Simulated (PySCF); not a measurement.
# B3H3O3 (SMILES B1OBOBO1) at 5 levels

Wanted: a comparison of 5 runs (BP86/6-31G, B3LYP/6-31G*, PBE0/def2-SVP, TPSS/def2-SVPD, wB97X/aug-cc-pVDZ) of B3H3O3. 

The results are computed with PySCF 2.14.0.

## Step 1: The structure to begin with

B3H3O3 has 9 atoms, charge 0, and is taken as a singlet. As SMILES, `B1OBOBO1`. Geometry: relaxed at PBE0-D4/def2-TZVP. This is one conformer, not always the lowest.

Bond lengths: B1–O2 1.372 Å, O2–B3 1.372 Å, B3–O4 1.372 Å, O4–B5 1.372 Å, B1–O6 1.372 Å, B5–O6 1.372 Å, B1–H7 1.190 Å, B3–H8 1.190 Å, B5–H9 1.190 Å. Some angles: B1–O2–B3 120.3°, O2–B1–O6 119.7°, O2–B3–O4 119.7°, B3–O4–B5 120.3°, O4–B5–O6 119.7°, B1–O6–B5 120.3°, O2–B1–H7 120.2°, O6–B1–H7 120.2°, O2–B3–H8 120.2°, O4–B3–H8 120.2°.

## Step 2: Energy and forces at BP86/6-31G (run 1)

Input file run.py:

```python
# B1OBOBO1
from pyscf import gto, dft

mol = gto.M(
    atom='''
B    1.301600   0.115800  -0.424700
O    0.612800  -1.053500  -0.624800
B   -0.686900  -1.172700  -0.202300
O   -1.297400  -0.115400   0.423200
B   -0.614800   1.056900   0.626900
O    0.684600   1.168900   0.201600
H    2.429300   0.216200  -0.792600
H   -1.281900  -2.188700  -0.377500
H   -1.147300   1.972500   1.170100
''',
    verbose=4,
    charge=0,
    basis='6-31g',
    max_memory=1860,
)

mf = dft.RKS(mol)
mf.xc = 'bp86'
mf.conv_tol = 1e-10
mf.grids.level = 5
mf.kernel()
if not mf.converged:
    mf = mf.newton().run(mf.mo_coeff, mf.mo_occ)

etot = mf.e_tot
print(f'total energy: {etot:.8f} hartree')
grad = mf.nuc_grad_method().kernel()
mf.analyze()
```

Started as:

```bash
$ OMP_NUM_THREADS=1 python run.py
```

Output:

```text
PySCF version 2.14.0

[... 79 lines left out ...]
total energy: -302.17589791 hartree
[... 18 lines left out ...]
DFT Exchange-Correlation Energy =      -39.233629420011148
[... 7 lines left out ...]
MO #6   energy= -6.61168042138073  occ= 2
[... 5 lines left out ...]
MO #12  energy= -0.517420944625808 occ= 2
[... 5 lines left out ...]
MO #18  energy= -0.356575817111952 occ= 2
[... 5 lines left out ...]
MO #24  energy= 0.0115058856343428 occ= 0
[... 5 lines left out ...]
MO #30  energy= 0.190171361038815  occ= 0
[... 5 lines left out ...]
MO #36  energy= 0.403740788331414  occ= 0
[... 5 lines left out ...]
MO #42  energy= 0.563929096529298  occ= 0
[... 5 lines left out ...]
MO #48  energy= 0.895505643684987  occ= 0
[... 5 lines left out ...]
MO #54  energy= 1.1301561587502    occ= 0
[... 5 lines left out ...]
MO #60  energy= 1.72021778381219   occ= 0
[... 33 lines left out ...]
pop of  3 O 2py           1.46204
pop of  3 O 2pz           1.57318
pop of  3 O 3px           0.00297
pop of  3 O 3py           0.00557
pop of  3 O 3pz           0.00142
pop of  4 B 1s            1.99959
pop of  4 B 2s            0.77524
pop of  4 B 3s            0.00807
pop of  4 B 2px           0.62897
pop of  4 B 2py           0.74806
pop of  4 B 2pz           0.52474
pop of  4 B 3px           0.02634
pop of  4 B 3py           0.01816
pop of  4 B 3pz           0.00566
pop of  5 O 1s            1.99994
pop of  5 O 2s            1.51093
pop of  5 O 3s            0.00137
pop of  5 O 2px           1.53709
pop of  5 O 2py           1.69001
pop of  5 O 2pz           1.54985
pop of  5 O 3px           0.00492
pop of  5 O 3py           0.00340
pop of  5 O 3pz           0.00164
pop of  6 H 1s            0.95902
pop of  6 H 2s            0.00703
pop of  7 H 1s            0.95900
pop of  7 H 2s            0.00703
pop of  8 H 1s            0.95901
pop of  8 H 2s            0.00703
 ** Mulliken atomic charges  **
charge of    0B =      0.26517
charge of    1O =     -0.29913
charge of    2B =      0.26519
charge of    3O =     -0.29913
charge of    4B =      0.26517
charge of    5O =     -0.29915
charge of    6H =      0.03395
charge of    7H =      0.03397
charge of    8H =      0.03396
Dipole moment(X, Y, Z, Debye): -0.00053, -0.00029, -0.00027
```

Wall time 21 s (1 thread of Arm Neoverse V1, shared host); peak memory 0.64 GiB.

## Step 3: Energy and forces at B3LYP/6-31G(d) (spherical functions) (run 2)

Input file job.py:

```python
# B1OBOBO1
from pyscf import gto, dft

mol = gto.M(
    atom='''
B        1.301600       0.115800      -0.424700
O        0.612800      -1.053500      -0.624800
B       -0.686900      -1.172700      -0.202300
O       -1.297400      -0.115400       0.423200
B       -0.614800       1.056900       0.626900
O        0.684600       1.168900       0.201600
H        2.429300       0.216200      -0.792600
H       -1.281900      -2.188700      -0.377500
H       -1.147300       1.972500       1.170100
''',
    max_memory=1860,
    spin=0,
    verbose=3,
    basis='6-31g*',
)

mf = dft.RKS(mol, xc='b3lyp')
mf.grids.level = 5
mf.conv_tol = 1e-10
mf.kernel()
if not mf.converged:
    mf = mf.newton().run(mf.mo_coeff, mf.mo_occ)

e_final = mf.e_tot
print(f'total energy: {e_final:.8f} hartree')
grad = mf.nuc_grad_method().kernel()
dip = mf.dip_moment()
pop, q = mf.mulliken_pop()
```

Started as:

```bash
$ OMP_NUM_THREADS=1 python job.py
```

Output:

```text
converged SCF energy = -302.314899426008
total energy: -302.31489943 hartree
--------------- RKS gradients ---------------
         x                y                z
0 B    -0.0049504996    -0.0004775867     0.0015840686
1 O    -0.0019264541     0.0033761574     0.0020047704
2 B     0.0025685156     0.0044326946     0.0007568525
3 O     0.0041729429     0.0004008113    -0.0013392872
4 B     0.0022865835    -0.0040113533    -0.0023704471
5 O    -0.0022018230    -0.0037212792    -0.0006234334
6 H     0.0004063515     0.0000365219    -0.0001285983
7 H    -0.0001924635    -0.0003416198    -0.0000566295
8 H    -0.0001692052     0.0003001419     0.0001789393
----------------------------------------------
Dipole moment(X, Y, Z, Debye): -0.00058, -0.00033, -0.00029
 ** Mulliken pop  **
pop of  0 B 1s            1.99618
pop of  0 B 2s            0.55602
pop of  0 B 3s            0.25455
pop of  0 B 2px           0.61839
pop of  0 B 2py           0.50277
pop of  0 B 2pz           0.30014
pop of  0 B 3px           0.09821
pop of  0 B 3py           0.04930
pop of  0 B 3pz           0.11073
pop of  0 B 3dxy          0.04174
pop of  0 B 3dyz          0.02492
pop of  0 B 3dz^2         0.01380
pop of  0 B 3dxz          0.01485
pop of  0 B 3dx2-y2       0.04119
pop of  1 O 1s            1.99713
pop of  1 O 2s            0.90248
pop of  1 O 3s            0.84936
pop of  1 O 2px           0.97117
pop of  1 O 2py           1.02116
pop of  1 O 2pz           0.98233
pop of  1 O 3px           0.42657
pop of  1 O 3py           0.52774
pop of  1 O 3pz           0.64761
pop of  1 O 3dxy          0.00397
pop of  1 O 3dyz          0.00272
pop of  1 O 3dz^2         0.00254
pop of  1 O 3dxz          0.00222
pop of  1 O 3dx2-y2       0.00476
pop of  2 B 1s            1.99618
pop of  2 B 2s            0.55603
pop of  2 B 3s            0.25454
pop of  2 B 2px           0.53743
pop of  2 B 2py           0.59299
pop of  2 B 2pz           0.29088
pop of  2 B 3px           0.06181
pop of  2 B 3py           0.08985
pop of  2 B 3pz           0.10658
pop of  2 B 3dxy          0.04101
pop of  2 B 3dyz          0.01714
pop of  2 B 3dz^2         0.01502
pop of  2 B 3dxz          0.02294
pop of  2 B 3dx2-y2       0.04038
pop of  3 O 1s            1.99713
pop of  3 O 2s            0.90248
pop of  3 O 3s            0.84935
pop of  3 O 2px           1.05983
pop of  3 O 2py           0.94685
pop of  3 O 2pz           0.96801
pop of  3 O 3px           0.59906
pop of  3 O 3py           0.38312
pop of  3 O 3pz           0.61972
pop of  3 O 3dxy          0.00547
pop of  3 O 3dyz          0.00156
pop of  3 O 3dz^2         0.00197
pop of  3 O 3dxz          0.00363
pop of  3 O 3dx2-y2       0.00358
pop of  4 B 1s            1.99618
pop of  4 B 2s            0.55603
pop of  4 B 3s            0.25452
pop of  4 B 2px           0.53122
pop of  4 B 2py           0.57587
pop of  4 B 2pz           0.31427
pop of  4 B 3px           0.05901
pop of  4 B 3py           0.08215
pop of  4 B 3pz           0.11706
pop of  4 B 3dxy          0.04245
pop of  4 B 3dyz          0.01720
pop of  4 B 3dz^2         0.01191
pop of  4 B 3dxz          0.02212
pop of  4 B 3dx2-y2       0.04281
pop of  5 O 1s            1.99713
pop of  5 O 2s            0.90248
pop of  5 O 3s            0.84939
pop of  5 O 2px           0.97750
pop of  5 O 2py           1.03853
pop of  5 O 2pz           0.95862
pop of  5 O 3px           0.43888
pop of  5 O 3py           0.56162
pop of  5 O 3pz           0.60146
pop of  5 O 3dxy          0.00408
pop of  5 O 3dyz          0.00348
pop of  5 O 3dz^2         0.00150
pop of  5 O 3dxz          0.00201
pop of  5 O 3dx2-y2       0.00515
pop of  6 H 1s            0.52537
pop of  6 H 2s            0.51008
pop of  7 H 1s            0.52538
pop of  7 H 2s            0.51004
pop of  8 H 1s            0.52539
pop of  8 H 2s            0.51004
 ** Mulliken atomic charges  **
charge of    0B =      0.37722
charge of    1O =     -0.34177
charge of    2B =      0.37723
charge of    3O =     -0.34175
charge of    4B =      0.37719
charge of    5O =     -0.34182
charge of    6H =     -0.03544
charge of    7H =     -0.03542
charge of    8H =     -0.03543
```

Run time: 36 s. Hardware: 1 thread of Arm Neoverse V1, shared host; peak memory 0.94 GiB.

Runs 3 to 4 aren't shown in full; the table further down has their settings and results.

## Step 4: Energy and forces at wB97X/aug-cc-pVDZ (run 5)

Input file calc.py:

```python
from pyscf import gto, dft

mol = gto.M(
    atom=[
    ('B', (1.301600, 0.115800, -0.424700)),
    ('O', (0.612800, -1.053500, -0.624800)),
    ('B', (-0.686900, -1.172700, -0.202300)),
    ('O', (-1.297400, -0.115400, 0.423200)),
    ('B', (-0.614800, 1.056900, 0.626900)),
    ('O', (0.684600, 1.168900, 0.201600)),
    ('H', (2.429300, 0.216200, -0.792600)),
    ('H', (-1.281900, -2.188700, -0.377500)),
    ('H', (-1.147300, 1.972500, 1.170100)),
],
    basis='aug-cc-pvdz',
    verbose=3,
    max_memory=1860,
)

mf = dft.RKS(mol, xc='wb97x')
mf.grids.level = 5
mf.conv_tol = 1e-10
mf.kernel()
if not mf.converged:
    mf = mf.newton().run(mf.mo_coeff, mf.mo_occ)

etot = mf.e_tot
print('E = %.10f Eh' % etot)
grad = mf.nuc_grad_method().kernel()
mf.analyze()
```

Started as:

```bash
$ OMP_NUM_THREADS=1 python calc.py
```

Output:

```text
converged SCF energy = -302.255741751834
[... 20 lines left out ...]
MO #11  energy= -0.728943780454557 occ= 2
[... 13 lines left out ...]
MO #25  energy= 0.0541522432354529 occ= 0
[... 13 lines left out ...]
MO #39  energy= 0.164148985312495  occ= 0
[... 13 lines left out ...]
MO #53  energy= 0.298757202335148  occ= 0
[... 13 lines left out ...]
MO #67  energy= 0.481182172189642  occ= 0
[... 13 lines left out ...]
MO #81  energy= 0.653887364680254  occ= 0
[... 13 lines left out ...]
MO #95  energy= 0.904182572453105  occ= 0
[... 13 lines left out ...]
MO #109 energy= 1.24278933602322   occ= 0
[... 13 lines left out ...]
MO #123 energy= 1.54404659178793   occ= 0
[... 13 lines left out ...]
MO #137 energy= 2.11518318591346   occ= 0
[... 13 lines left out ...]
MO #151 energy= 3.40076834118362   occ= 0
[... 13 lines left out ...]
MO #165 energy= 4.0475467012913    occ= 0
[... 10 lines left out ...]
Dipole moment(X, Y, Z, Debye): -0.00060, -0.00033, -0.00028
```

Wall time 3.1 min (1 thread of Arm Neoverse V1, shared host); peak memory 2.1 GiB.

## Step 5: Overview of the runs

```
run                               level  energy (Eh)  dipole moment (D)  HOMO energy (eV)  LUMO energy (eV)  wall time
  1                          BP86/6-31G  -302.175898               0.00             -8.04             -1.83       21 s
  2  B3LYP/6-31G* (spherical functions)  -302.314899               0.00             -9.18             -0.46       36 s
  3                       PBE0/def2-SVP  -301.737217               0.00             -9.62             -0.52       39 s
  4                      TPSS/def2-SVPD  -302.147451               0.00             -8.25             -1.53    2.7 min
  5                   wB97X/aug-cc-pVDZ  -302.255742               0.00            -12.13              1.24    3.1 min
```

## Step 6: Results

| quantity | value |
| --- | --- |
| run 5: total energy | -302.25574 Eh |
| run 5: dipole moment | 0.00 D |
| run 5: HOMO energy | -12.13 eV |
| run 5: LUMO energy | 1.24 eV |
| run 5: HOMO–LUMO gap | 13.38 eV |
| run 5: largest force on an atom | 0.418 eV/Å |

What this shows: The HOMO–LUMO gap runs from 6.22 eV (BP86/6-31G) to 13.38 eV (wB97X/aug-cc-pVDZ). The two ends differ in method and basis. Totals of different functionals can't be ranked against each other. All runs together took 7.3 min, the longest 3.1 min.
